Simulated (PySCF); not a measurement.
# C2H6OSi: the cost of one run

Computed with PySCF 2.14.0, with density-fitted response routines of our own, on a single molecule in the gas phase. Atoms count from 0, in the outputs and in this text.

**1. The starting structure**

10 atoms, charge 0, multiplicity 1; geometry from: GFN2-xTB. The atoms were then displaced at random by about 0.01 Å, so the start is not that level's minimum.

Bonds of the start (Å): C0–C1 1.35, C1–O2 1.36, O2–Si3 1.59, C0–H4 1.05, C0–H5 1.07, C1–H6 1.09, Si3–H7 1.46, Si3–H8 1.49, Si3–H9 1.47.

**2. Geometry optimisation at PBE0-D3(BJ)/def2-SVP**

Job settings and geometry (Å):

```
{"job": {"xc": "PBE0", "basis": "def2-SVP", "d3": "d3bj", "grid": 1, "shake": 0.01, "kind": "geom"}, "charge": 0, "multiplicity": 1}
C      1.643330    -0.136300     0.360890
C      0.947530     0.457760    -0.629090
O     -0.399080     0.465930    -0.794350
Si    -1.574370    -0.160900     0.073910
H      2.691830    -0.070720     0.383620
H      1.113910    -0.636760     1.141870
H      1.463840     0.997320    -1.424980
H     -1.478440    -1.615170     0.160650
H     -1.640690     0.400150     1.450000
H     -2.717440     0.277770    -0.743580
```

On the command line:

```sh
$ OMP_NUM_THREADS=1 python probes_run.py task.json out
```

This one command runs all jobs of the session in turn.

**Question.** How long does this first job take on 1 thread of Arm Neoverse V2, shared host, and how much memory does it need?

About 15 s, with a peak of 0.38 GiB.
